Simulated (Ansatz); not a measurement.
Run this with Ansatz's Python interface and show what comes out.

`bn_yaml_run.py`
```python
# -*- coding: utf-8 -*-
import ansatz
import numpy as np

INPUT = """
crystal:
  lattice:
    - [2.49824, 0.0, 0.0]
    - [-1.24912, 2.163539, 0.0]
    - [0.0, 0.0, 6.6357]
  atoms:
    - { symbol: B, position: [0.333333, 0.666667, 0.25] }
    - { symbol: B, position: [0.666667, 0.333333, 0.75] }
    - { symbol: "N", position: [0.333333, 0.666667, 0.75] }
    - { symbol: "N", position: [0.666667, 0.333333, 0.25] }
kpoints:
  mp_grid: { grid: [8, 8, 3] }
hamiltonian:
  xc: lda
scf:
  occupations: { method: fixed }
output:
  forces: true
  stress: true
"""


def main():
    done = ansatz.Session.from_yaml(INPUT).plan(threads=1).execute()
    rep = done.report

    print("%-22s %14.5f eV" % ("F = E - TS", rep["free_energy_ev"]))
    print("%-22s %14.5f eV" % ("E", rep["internal_energy_ev"]))
    print("%-22s %14.5f eV" % ("Harris-Foulkes", rep["harris_foulkes_ev"]))
    print("%-22s %14.5f eV" % ("Fermi level", rep["fermi_energy_ev"]))

    sigma = rep["stress_gpa"]
    voigt = [sigma[0][0], sigma[1][1], sigma[2][2], sigma[1][2], sigma[0][2], sigma[0][1]]
    print("stress xx yy zz yz xz xy (GPa, compression positive):", " ".join(f"{s:.3f}" for s in voigt))
    print("P =", round(10 * float(np.mean(voigt[:3])), 2), "kbar")


if __name__ == "__main__":
    main()
```

```console
$ python bn_yaml_run.py
DeckWarning: the atoms were moved onto the symmetric positions of the space group found under crystal.symmetry.tolerance 1.0e-5 (fractional; no operation is sought that the atoms, as they stand in a round, miss by more than twice it, and no atom is moved by as much as it), and the run uses the moved positions. Before a round's move an operation carried an atom to 2.50e-6 Å from where it should land, the largest such distance. Atom 0 (counting from 0) moved farthest, by 1.44e-6 Å; the longest [...]
DeckWarning: basis.ecutwfc = 420 eV, auto-derived from the records' recommended cutoffs: set by B (normal level)
F = E - TS                -1052.68858 eV
E                         -1052.68858 eV
Harris-Foulkes            -1052.68858 eV
Fermi level                   4.52211 eV
stress xx yy zz yz xz xy (GPa, compression positive): -4.133 -4.133 -0.535 -0.000 0.000 0.000
P = -29.34 kbar
```
(Warnings from the package without file and line, shortened.)

Reading the output:
- Total energies depend on the potentials; only differences at equal settings carry meaning. A total without «per atom» is that of the cell as typed.
- With fixed filling the reported Fermi level is the top filled level among the k-points of the SCF.
- Only differences from the Fermi energy are physical; the zero of the scale is a convention.
- Of the deposited cell: the entry's cell lengths or inner coordinates differ somewhat from later room-temperature determinations.
- The starting cell is as deposited in a crystallographic database; the results hold for this polymorph, which needn't be the stable one.
- Wall time of the script: 0.9 s on 1 thread of Arm Neoverse V1, on a shared host, peak memory 0.31 GiB.

(A comment or docstring line of the script was reworded after the run, the code is as it ran; lines on the test bed's own set-up are left out of the output.)
